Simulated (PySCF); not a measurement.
**[AlSe2]-: one geometry, several methods and rigid scans**

Aim: at the PBE0 minimum of singlet [AlSe2]-, found before, compare methods on energies and levels. Rigid scans about the minimum follow.

The runs use PySCF 2.14.0; several methods, basis Al def2-TZVPD, Se def2-TZVPD, no relativity, density fitting.

### Step 1. The starting structure

3 atoms, charge -1, spin multiplicity 1.

Bond lengths: Al1–Se2 2.184 Å, Al1–Se3 2.184 Å. Angles: Se2–Al1–Se3 180.0°.

Z-matrix (Å, degrees; charge -1 multiplicity 1):
```
Al
Se 1 2.1836
Se 1 2.1836 2 180.00
```

### Step 2. PBE0

The steps are one call of a driver around PySCF; scf.py gives each level's set-up. Each SCF starts from the density of the minimum. The driver also runs the species with one electron less or more at the same geometry (one less: multiplicity 2); their logs are not shown.

scf.py

```python
from pyscf import gto, scf, dft
mol = gto.M(atom='''
Al     0.000000     0.000000     0.000000
Se    -0.000000    -0.000000     2.183583
Se     0.000000     0.000000    -2.183583''',
    basis={'Al': 'def2-TZVPD', 'Se': 'def2-TZVPD'},
    charge=-1, spin=0)
mf = dft.RKS(mol, xc='PBE0')
mf.grids.atom_grid = (99, 590)
aux = {'Al': 'def2-universal-JKFIT', 'Se': 'def2-universal-JKFIT'}
mf = mf.density_fit(auxbasis=aux)
mf.kernel()
```

### Step 3. HF

Changes to scf.py since step 2:

```diff
@@ -8,2 +8 @@
-mf = dft.RKS(mol, xc='PBE0')
-mf.grids.atom_grid = (99, 590)
+mf = scf.RHF(mol)
```

### Step 4. PBE

Changes to scf.py since step 3:

```diff
@@ -8 +8,2 @@
-mf = scf.RHF(mol)
+mf = dft.RKS(mol, xc='PBE')
+mf.grids.atom_grid = (99, 590)
```

### Step 5. r2SCAN

Changes to scf.py since step 4:

```diff
@@ -8 +8 @@
-mf = dft.RKS(mol, xc='PBE')
+mf = dft.RKS(mol, xc='R2SCAN')
```

### Step 6. B3LYP

Changes to scf.py since step 5:

```diff
@@ -8 +8 @@
-mf = dft.RKS(mol, xc='R2SCAN')
+mf = dft.RKS(mol, xc='B3LYP')
```

### Step 7. TPSSh

Changes to scf.py since step 6:

```diff
@@ -8 +8 @@
-mf = dft.RKS(mol, xc='B3LYP')
+mf = dft.RKS(mol, xc='TPSSH')
```

### Step 8. r2SCAN0

Changes to scf.py since step 7:

```diff
@@ -8 +8 @@
-mf = dft.RKS(mol, xc='TPSSH')
+mf = dft.RKS(mol, xc='HYB_MGGA_XC_R2SCAN0')
```

### Step 9. M06

Changes to scf.py since step 8:

```diff
@@ -8 +8 @@
-mf = dft.RKS(mol, xc='HYB_MGGA_XC_R2SCAN0')
+mf = dft.RKS(mol, xc='M06')
```

### Step 11. Breathing scan

A rigid scan with PBE0: all bonds to the central atom are scaled together. Each point starts from its neighbour's orbitals, and energies count from the minimum. Dipoles of the ion refer to the centre of mass.

### Step 12. Stretching one bond

A rigid scan with PBE0: the bond from Al to the last atom (Se) is scaled and the rest held.

### Step 13. Bending curve

A rigid scan with PBE0: the Se–Al–Se angle changes, with bonds held.

(Steps that only read results are left out.)

**Question.** What will these runs give? Wanted: vertical ionisation energy, range; orbital gap, range; all bonds 4 % longer; one bond 20 % longer.

**Answer**, as computed:

| quantity | value |
| --- | --- |
| vertical ionisation energy, range | 3.35 (HF) to 3.93 (r2SCAN0) eV |
| orbital gap, range | 2.98 (PBE) to 7.98 (HF) eV |
| all bonds 4 % longer | 11.9 kJ/mol |
| one bond 20 % longer | 92.7 kJ/mol |

The vertical ionisation energy spreads over 0.57 eV, from HF to r2SCAN0; without a CCSD(T) value for it there is no yardstick here. Shortening all bonds by 4 % costs 15.0 kJ/mol and lengthening them 11.9: the wall is steeper on the short side.
